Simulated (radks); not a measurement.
**Spin polarisation of the 4d shell in Ru³⁺**

Aim: the energy gained and the exchange splitting as electrons of the 4d shell of Ru³⁺ are turned from spin down to spin up.

Method: scalar-relativistic Kohn-Sham, PBE, spin-polarised, spherical densities, point nucleus. Code: radks (a radial shooting solver on a logarithmic mesh, Libxc functionals) version 1.

## 1. Starting point

* element: ruthenium (Z = 44)
* charge: +3
* electrons: 41
* configuration: [Kr] 4d(up 2.5, down 2.5)

A shell typed twice in an input gives spin up, then spin down.

## 2. No moment

Input:

```text
Z 44
configuration [Kr] 4d2.5 4d2.5
relativity scalar-relativistic
functional pbe,pbe
spin polarised
nucleus point
c 137.035999084
```

Command:

```console
python run_ks.py task.json out
```

This one command runs every case of the session in turn.

## 3. moment 1 in 4d

Input:

```text
Z 44
configuration [Kr] 4d3 4d2
relativity scalar-relativistic
functional pbe,pbe
spin polarised
nucleus point
c 137.035999084
```

## 4. moment 2 in 4d

Input:

```text
Z 44
configuration [Kr] 4d3.5 4d1.5
relativity scalar-relativistic
functional pbe,pbe
spin polarised
nucleus point
c 137.035999084
```

## 5. moment 3 in 4d

Input:

```text
Z 44
configuration [Kr] 4d4 4d1
relativity scalar-relativistic
functional pbe,pbe
spin polarised
nucleus point
c 137.035999084
```

## 6. moment 4 in 4d

Input:

```text
Z 44
configuration [Kr] 4d4.5 4d0.5
relativity scalar-relativistic
functional pbe,pbe
spin polarised
nucleus point
c 137.035999084
```

## 7. moment 5 in 4d

Input:

```text
Z 44
configuration [Kr] 4d5 4d0
relativity scalar-relativistic
functional pbe,pbe
spin polarised
nucleus point
c 137.035999084
```

**Question.** What will these runs give? Wanted: for each run, moment; E − E(0); ε(4d up); ε(4d down); splitting.

As calculated:

```tsv
moment (μB)	E − E(0) (eV)	ε(4d up) (eV)	ε(4d down) (eV)	splitting (eV)
0	0.000	-37.352	-37.352	0.000
1	-0.203	-37.737	-36.926	0.812
2	-0.812	-38.084	-36.455	1.629
3	-1.833	-38.393	-35.937	2.456
4	-3.270	-38.665	-35.366	3.298
5	-5.136	-38.900	-34.718	4.182
```

What this shows: At a moment of 5 μB the energy has fallen by 5.14 eV and the 4d levels split by 4.18 eV, 0.836 eV per μB. The Stoner form E = −I m²/4 would give I = 0.822 eV. The energy falls at every step, as Hund's first rule has it.
